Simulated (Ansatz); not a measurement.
# GaSb3: a sublattice displacement scan

This session takes GaSb3 and sets out to map the energy as every Sb atom is pushed off its site.

Computed with Ansatz 0.2.0 (DFT PBEsol+D3(BJ), scalar-relativistic, plane waves, PAW, unless a step's input says otherwise).

### Step 1. The system as given

Symmetry: Fm-3m, No. 225, cubic system. Conventional cell: a = 7.171 Å, b = 7.171 Å, c = 7.171 Å, α = 90.00°, β = 90.00°, γ = 90.00°. Ga (site symmetry m-3m) has 8 Sb at 3.11 Å as nearest neighbours. Sb (site symmetry -43m) has 4 Ga at 3.11 Å and 4 Sb at 3.11 Å as nearest neighbours. Around Sb (site symmetry m-3m) lie 8 Sb at 3.11 Å.

Structure file:

```cif
data_structure
_symmetry_space_group_name_H-M 'Fm-3m'
_symmetry_Int_Tables_number 225
_cell_length_a 7.1710
_cell_length_b 7.1710
_cell_length_c 7.1710
_cell_angle_alpha 90.000
_cell_angle_beta 90.000
_cell_angle_gamma 90.000
_cell_volume 368.76
loop_
_atom_site_label
_atom_site_type_symbol
_atom_site_symmetry_multiplicity
_atom_site_Wyckoff_symbol
_atom_site_fract_x
_atom_site_fract_y
_atom_site_fract_z
_atom_site_occupancy
Ga1 Ga 4 a 0.00000 0.00000 0.00000 1
Sb1 Sb 8 c 0.25000 0.75000 0.75000 1
Sb2 Sb 4 b 0.50000 0.00000 0.00000 1
```

It goes back to an entry of the Materials Project, which need not be the stable form.

It is the result of an earlier relaxation at this level (volume 23.05 Å³/atom; gap on the mesh: none (metal)).

### Step 2. The undisturbed cell

File input.yaml:

```yaml
crystal:
  lattice:
    - [0.0, 3.5855047185, 3.5855047185]
    - [3.5855047185, 0.0, 3.5855047185]
    - [3.5855047185, 3.5855047185, 0.0]
  atoms:
    - { symbol: Ga, position: [0.0, 0.0, 0.0] }
    - { symbol: Sb, position: [0.25, 0.25, 0.25] }
    - { symbol: Sb, position: [0.75, 0.75, 0.75] }
    - { symbol: Sb, position: [0.5, 0.5, 0.5] }
basis:
  ecutwfc: 420
kpoints:
  mp_grid: { grid: [12, 12, 12] }
hamiltonian:
  xc: pbesol
  dispersion: d3bj
scf:
  occupations: { method: gaussian, width: 0.15 }
output:
  forces: true
  stress: true
  eigenvalues: true
  write_density: true
  write_potential: true
  elf: true
  volumetric_format: npy
```

Run with:

```
> ansatz run input.yaml --threads 1 --pin off --max-ram 2560MiB --backend cpu --events-out ev --progress --plain --runs-dir out
```

### Step 3. The scan: a sublattice displacement scan

Every Sb atom is moved by x along the Cartesian unit vector (0.000, 1.000, 0.000); the cell and all other atoms stay fixed. Forces below are components along that vector, summed over the moved atoms.

### Step 4. At x = -0.200 Å

File input.yaml:

```yaml
crystal:
  lattice:
    - [0.0, 3.5855047185, 3.5855047185]
    - [3.5855047185, 0.0, 3.5855047185]
    - [3.5855047185, 3.5855047185, 0.0]
  atoms:
    - { symbol: Ga, position: [0.0, 0.0, 0.0] }
    - { symbol: Sb, position: [0.2221099237, 0.2778900763, 0.2221099237] }
    - { symbol: Sb, position: [0.7221099237, 0.7778900763, 0.7221099237] }
    - { symbol: Sb, position: [0.4721099237, 0.5278900763, 0.4721099237] }
basis:
  ecutwfc: 420
kpoints:
  mp_grid: { grid: [12, 12, 12] }
hamiltonian:
  xc: pbesol
  dispersion: d3bj
scf:
  occupations: { method: gaussian, width: 0.15 }
output:
  forces: true
  stress: true
  eigenvalues: true
```

### Step 5. x = 0.150 Å

File input.yaml:

```yaml
crystal:
  lattice:
    - [0.0, 3.5855047185, 3.5855047185]
    - [3.5855047185, 0.0, 3.5855047185]
    - [3.5855047185, 3.5855047185, 0.0]
  atoms:
    - { symbol: Ga, position: [0.0, 0.0, 0.0] }
    - { symbol: Sb, position: [0.2709175572, 0.2290824428, 0.2709175572] }
    - { symbol: Sb, position: [0.7709175572, 0.7290824428, 0.7709175572] }
    - { symbol: Sb, position: [0.5209175572, 0.4790824428, 0.5209175572] }
basis:
  ecutwfc: 420
kpoints:
  mp_grid: { grid: [12, 12, 12] }
hamiltonian:
  xc: pbesol
  dispersion: d3bj
scf:
  occupations: { method: gaussian, width: 0.15 }
output:
  forces: true
  stress: true
  eigenvalues: true
```

### Step 6. Point x = -0.100 Å

File input.yaml:

```yaml
crystal:
  lattice:
    - [0.0, 3.5855047185, 3.5855047185]
    - [3.5855047185, 0.0, 3.5855047185]
    - [3.5855047185, 3.5855047185, 0.0]
  atoms:
    - { symbol: Ga, position: [0.0, 0.0, 0.0] }
    - { symbol: Sb, position: [0.2360549619, 0.2639450381, 0.2360549619] }
    - { symbol: Sb, position: [0.7360549619, 0.7639450381, 0.7360549619] }
    - { symbol: Sb, position: [0.4860549619, 0.5139450381, 0.4860549619] }
basis:
  ecutwfc: 420
kpoints:
  mp_grid: { grid: [12, 12, 12] }
hamiltonian:
  xc: pbesol
  dispersion: d3bj
scf:
  occupations: { method: gaussian, width: 0.15 }
output:
  forces: true
  stress: true
  eigenvalues: true
```

### Step 7. At x = 0.050 Å

File input.yaml:

```yaml
crystal:
  lattice:
    - [0.0, 3.5855047185, 3.5855047185]
    - [3.5855047185, 0.0, 3.5855047185]
    - [3.5855047185, 3.5855047185, 0.0]
  atoms:
    - { symbol: Ga, position: [0.0, 0.0, 0.0] }
    - { symbol: Sb, position: [0.2569725191, 0.2430274809, 0.2569725191] }
    - { symbol: Sb, position: [0.7569725191, 0.7430274809, 0.7569725191] }
    - { symbol: Sb, position: [0.5069725191, 0.4930274809, 0.5069725191] }
basis:
  ecutwfc: 420
kpoints:
  mp_grid: { grid: [12, 12, 12] }
hamiltonian:
  xc: pbesol
  dispersion: d3bj
scf:
  occupations: { method: gaussian, width: 0.15 }
output:
  forces: true
  stress: true
  eigenvalues: true
```

### Step 8. At x = 0.175 Å

File input.yaml:

```yaml
crystal:
  lattice:
    - [0.0, 3.5855047185, 3.5855047185]
    - [3.5855047185, 0.0, 3.5855047185]
    - [3.5855047185, 3.5855047185, 0.0]
  atoms:
    - { symbol: Ga, position: [0.0, 0.0, 0.0] }
    - { symbol: Sb, position: [0.2744038167, 0.2255961833, 0.2744038167] }
    - { symbol: Sb, position: [0.7744038167, 0.7255961833, 0.7744038167] }
    - { symbol: Sb, position: [0.5244038167, 0.4755961833, 0.5244038167] }
basis:
  ecutwfc: 420
kpoints:
  mp_grid: { grid: [12, 12, 12] }
hamiltonian:
  xc: pbesol
  dispersion: d3bj
scf:
  occupations: { method: gaussian, width: 0.15 }
output:
  forces: true
  stress: true
  eigenvalues: true
```

### Step 9. Point x = 0.125 Å

File input.yaml:

```yaml
crystal:
  lattice:
    - [0.0, 3.5855047185, 3.5855047185]
    - [3.5855047185, 0.0, 3.5855047185]
    - [3.5855047185, 3.5855047185, 0.0]
  atoms:
    - { symbol: Ga, position: [0.0, 0.0, 0.0] }
    - { symbol: Sb, position: [0.2674312977, 0.2325687023, 0.2674312977] }
    - { symbol: Sb, position: [0.7674312977, 0.7325687023, 0.7674312977] }
    - { symbol: Sb, position: [0.5174312977, 0.4825687023, 0.5174312977] }
basis:
  ecutwfc: 420
kpoints:
  mp_grid: { grid: [12, 12, 12] }
hamiltonian:
  xc: pbesol
  dispersion: d3bj
scf:
  occupations: { method: gaussian, width: 0.15 }
output:
  forces: true
  stress: true
  eigenvalues: true
```

### Step 10. At x = 0.075 Å

File input.yaml:

```yaml
crystal:
  lattice:
    - [0.0, 3.5855047185, 3.5855047185]
    - [3.5855047185, 0.0, 3.5855047185]
    - [3.5855047185, 3.5855047185, 0.0]
  atoms:
    - { symbol: Ga, position: [0.0, 0.0, 0.0] }
    - { symbol: Sb, position: [0.2604587786, 0.2395412214, 0.2604587786] }
    - { symbol: Sb, position: [0.7604587786, 0.7395412214, 0.7604587786] }
    - { symbol: Sb, position: [0.5104587786, 0.4895412214, 0.5104587786] }
basis:
  ecutwfc: 420
kpoints:
  mp_grid: { grid: [12, 12, 12] }
hamiltonian:
  xc: pbesol
  dispersion: d3bj
scf:
  occupations: { method: gaussian, width: 0.15 }
output:
  forces: true
  stress: true
  eigenvalues: true
```

(Steps that only read results are left out.)

Q: Predict the outcome of this session.

The runs gave:

| quantity | value |
| --- | --- |
| force constant along x, from the points at -0.100, 0 and 0.050 Å | 2.09 eV/Å² for the 3 moved atoms together |

In words: The restoring force grows by 2.09 eV/Å per Å near the site for the 3 atoms together, 0.70 on average. The undisturbed cell stays the lowest of the sampled points. Spin-orbit coupling is left out for Sb.
